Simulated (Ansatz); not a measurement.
# HTi: the cost of one run

The runs use Ansatz 0.2.0, Gaussian basis; def2-QZVPP, core rule «outside noble gas», up to 9 orbitals frozen.

To be run: UHF; ROHF; CCSD(T) on UHF.

## (1) The system

The geometry is a PBE0/def2-TZVP stationary point (not a proven minimum) of the parent state, kept for this charge and spin.

2 atoms, charge 1, spin multiplicity 3.

Atoms are counted from 1 here; the program's logs count them from 0.

Bond lengths: Ti1–H2 2.236 Å.

Coordinates:

```xyz
2
HTi
Ti    0.0000    0.0000    0.0000
H     0.0000    0.0000    2.2356
```

## (2) UHF

The input, in.yaml:

```yaml
crystal:
  periodic: [false, false, false]
  atoms:
    - {symbol: Ti, position_ang: [0.000000, 0.000000, 0.000000]}
    - {symbol: H, position_ang: [0.000000, 0.000000, 2.235600]}
basis:
  gaussian: {orbitals: "def2-QZVPP.json"}
total_charge: 1
magnetization: {spin_polarized: true, initial_magnetization: 2}
hamiltonian: {xc: hf}
output: {orbitals: {seedname: orbitals}}
```

On the command line:

```bash
$ ansatz run in.yaml --threads 1 --pin off --events-out ev --progress --plain --max-ram 4096MiB --backend cpu
```

**Question.** How long does this run take on 1 thread of AMD EPYC 7R13, shared host, and how much memory does it need?

About 21 s, with a peak of 0.26 GiB.
